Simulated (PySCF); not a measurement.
# CH7B2O2P: the cost of one run

Programs: PySCF 2.14.0, with density-fitted response routines of our own. Each step states its level of theory. These are calculated values for one molecule in the gas phase, unless marked as measured. Atoms are numbered from 0 throughout.

## 1. Starting geometry

13 atoms, charge 0, multiplicity 1; geometry from: GFN2-xTB. The atoms were then displaced at random by about 0.01 Å, so the start is not that level's minimum.

Bonds of the start (Å): B0–O1 1.31, O1–B2 1.31, B2–P3 1.91, B2–O4 1.37, O4–C5 1.40, B0–H6 1.17, B0–H7 1.18, P3–H8 1.42, P3–H9 1.36, C5–H10 1.10, C5–H11 1.09, C5–H12 1.08.

## 2. Optimising the geometry at PBE0-D3(BJ)/def2-SVP

Job settings and geometry (Å):

```
{"job": {"xc": "PBE0", "basis": "def2-SVP", "d3": "d3bj", "grid": 1, "shake": 0.01, "kind": "geom"}, "charge": 0, "multiplicity": 1}
B     -1.386470    -1.769230    -0.331410
O     -0.885590    -0.563010    -0.196990
B     -0.327720     0.612800    -0.028950
P     -1.307290     2.246100     0.139920
O      1.025700     0.811940    -0.023750
C      1.991840    -0.188560    -0.209610
H     -1.617670    -2.396060     0.625000
H     -1.634320    -2.138550    -1.423720
H     -2.140440     1.816830     1.208320
H     -0.445280     2.875380     0.989430
H      2.504060    -0.376600     0.746890
H      1.545150    -1.122380    -0.547310
H      2.683850     0.174470    -0.958130
```

Run with:

```
$ OMP_NUM_THREADS=1 python probes_run.py task.json out
```

The driver reads the jobs from task.json and runs them one after another.

Q: Estimate the wall time and peak memory of this first job on 1 thread of Arm Neoverse V1, shared host.

About 4 min, with a peak of 0.51 GiB.
